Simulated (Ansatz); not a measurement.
# WBrCl3O: the cost of one run

Computed with Ansatz 0.2.0 (DFT PBE+D3(BJ), scalar-relativistic, plane waves, PAW, unless a step's input says otherwise).

3 further runs of the same task are left out: 2 that didn't finish, 1 set aside as unsound or not needed.

## (1) Starting point

It takes space group P1 (No. 1, triclinic). The conventional cell has a = 3.906 Å, b = 6.383 Å, c = 6.475 Å, α = 83.12°, β = 72.78°, γ = 72.33°. Around W (site symmetry 1) lie 2 O at 1.75 to 2.15 Å and 3 Cl at 2.30 to 2.31 Å and 1 Br at 2.46 Å. Around Br (site symmetry 1) lie 1 W at 2.46 Å. Around Cl (site symmetry 1) lie 1 W at 2.30 Å. Cl (site symmetry 1) has 1 W at 2.31 Å as nearest neighbours. O (site symmetry 1) has 2 W at 1.75 to 2.15 Å as nearest neighbours.

Structure file:

```cif
data_structure
_symmetry_space_group_name_H-M 'P1'
_symmetry_Int_Tables_number 1
_cell_length_a 3.9065
_cell_length_b 6.3833
_cell_length_c 6.4752
_cell_angle_alpha 83.124
_cell_angle_beta 72.783
_cell_angle_gamma 72.333
_cell_volume 146.88
loop_
_atom_site_label
_atom_site_type_symbol
_atom_site_symmetry_multiplicity
_atom_site_Wyckoff_symbol
_atom_site_fract_x
_atom_site_fract_y
_atom_site_fract_z
_atom_site_occupancy
W1 W 1 a 0.99271 0.00235 0.99619 1
Br1 Br 1 a 0.85530 0.79718 0.34245 1
Cl1 Cl 1 a 0.17080 0.67863 0.81811 1
Cl2 Cl 1 a 0.67409 0.32480 0.17569 1
Cl3 Cl 1 a 0.98761 0.19505 0.67144 1
O1 O 1 a 0.44148 0.00198 0.99613 1
```

It goes back to an entry of the Materials Project, which need not be the stable form.

It is the result of an earlier relaxation at this level (volume 24.48 Å³/atom; gap on the mesh: 1.58 eV).

## (2) The reference: the undisturbed cell on the scan's mesh

input.yaml reads:

```yaml
crystal:
  lattice:
    - [3.9064323425, -0.0017316811, 0.0126510597]
    - [1.9403212445, 6.07989691, -0.1281911936]
    - [1.9698079037, -0.0672932138, 6.1910776846]
  atoms:
    - { symbol: W, position: [0.0111066903, 0.997651235, 0.9961851633] }
    - { symbol: Br, position: [0.8022580666, 0.2028165489, 0.3424451193] }
    - { symbol: Cl, position: [0.0110845285, 0.3213678268, 0.8181104813] }
    - { symbol: Cl, position: [0.1502149169, 0.6751962318, 0.1756905741] }
    - { symbol: Cl, position: [0.3409464342, 0.8049463517, 0.6714419844] }
    - { symbol: O, position: [0.5623883636, 0.9980218059, 0.9961276775] }
basis:
  ecutwfc: 420
kpoints:
  mp_grid: { grid: [8, 6, 6] }
hamiltonian:
  xc: pbe
  dispersion: d3bj
scf:
  occupations: { method: gaussian, width: 0.05 }
output:
  forces: true
  stress: true
  eigenvalues: true
```

Launch:

```console
$ ansatz run input.yaml --threads 1 --pin off --max-ram 2560MiB --backend cpu --events-out ev --progress --plain --runs-dir out
```

What time and memory should one allow on 1 thread of AMD EPYC 9R45 (Zen 5), shared host?

About 14 s, with a peak of 0.77 GiB.
